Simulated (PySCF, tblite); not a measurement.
**C5H7NO3S: geometry, infrared bands and NMR shifts**

What infrared bands and NMR shifts should C5H7NO3S (`C=NC1=COCS(=O)(=O)C1`) show?

Computed with tblite 0.8.0 and PySCF 2.14.0, with density-fitted response routines of our own, on a single molecule in the gas phase. Atoms count from 0, in the outputs and in this text.

### 1 Starting geometry

17 atoms, charge 0, multiplicity 1; geometry from: force field or distance geometry start.

Bonds of the start (Å): C0–N1 1.31, N1–C2 1.36, C2–C3 1.36, C3–O4 1.36, O4–C5 1.43, C5–S6 1.78, S6–O7 1.45, S6–O8 1.46, S6–C9 1.77, C9–C2 1.51, C0–H10 1.10, C0–H11 1.09, C3–H12 1.07, C5–H13 1.09, C5–H14 1.10, C9–H15 1.10, C9–H16 1.09.

### 2 Optimising the geometry with GFN2-xTB

What the job is given:

```
{"job": {"kind": "relax", "xc": "GFN2-xTB", "basis": "xTB"}, "charge": 0, "multiplicity": 1}
C      2.689800     0.551500     0.910700
N      1.633900     1.306700     0.740400
C      0.580600     0.674600     0.146400
C      0.471900     0.692200    -1.208700
O     -0.507700     0.162800    -1.989900
C     -1.679800    -0.311500    -1.320800
S     -1.409600    -1.134000     0.231000
O     -2.682400    -1.247100     0.919700
O     -0.584800    -2.319200     0.016800
C     -0.447400     0.078200     1.085400
H      2.732700    -0.505800     0.595900
H      3.577500     0.971500     1.390100
H      1.234200     1.135500    -1.814400
H     -2.182900    -1.018900    -1.979900
H     -2.349600     0.544000    -1.133900
H      0.031100    -0.426100     1.938000
H     -1.114700     0.857800     1.463400
```

Started as:

```bash
$ OMP_NUM_THREADS=1 python probes_run.py task.json out
```

This one command runs all jobs of the session in turn.

**Question.** This job is followed by: GFN2-xTB harmonic vibrations, gas phase; GIAO PBE0/pcSseg-1 NMR shielding, non-relativistic, gas phase. Predict these results of the whole session: strongest single infrared mode (GFN2-xTB); zero-point energy (GFN2-xTB); 13C shifts against TMS (PBE0/pcSseg-1); 1H shifts against TMS (PBE0/pcSseg-1, means over atoms taken as alike); 15N shifts against NH3 (PBE0/pcSseg-1); 17O shifts against H2O (PBE0/pcSseg-1, means over atoms taken as alike); 33S shifts against CS2 (PBE0/pcSseg-1).

The runs gave:

```
                                                               quantity                                value
                              strongest single infrared mode (GFN2-xTB)                1272 cm⁻¹, 479 km/mol
                                           zero-point energy (GFN2-xTB)                        74.7 kcal/mol
                                 13C shifts against TMS (PBE0/pcSseg-1)  149.6, 135.5, 128.0, 83.5, 59.8 ppm
 1H shifts against TMS (PBE0/pcSseg-1, means over atoms taken as alike)     7.71, 7.06, 6.41, 4.58, 3.74 ppm
                                 15N shifts against NH3 (PBE0/pcSseg-1)                            393.7 ppm
17O shifts against H2O (PBE0/pcSseg-1, means over atoms taken as alike)                     201.6, 103.4 ppm
                                 33S shifts against CS2 (PBE0/pcSseg-1)                              282 ppm
```

**Reading.** Relaxing lowered the energy by 0.488 eV in 115 steps; the close pair that moved most is C5–S6, from 1.777 to 1.833 Å. All 45 modes are real, so the xTB geometry is a minimum. The strongest single mode, at 1272 cm⁻¹, has its largest shares on S6, O8 and O7 (the list is cut at 3 atoms). GFN2-xTB is a fitted tight-binding method: band positions and strengths are rough. Its intensities can rank the bands wrongly. At PBE0/pcSseg-1: The widest tensor belongs to N1: span 697 ppm, with a paramagnetic part of -455 ppm.
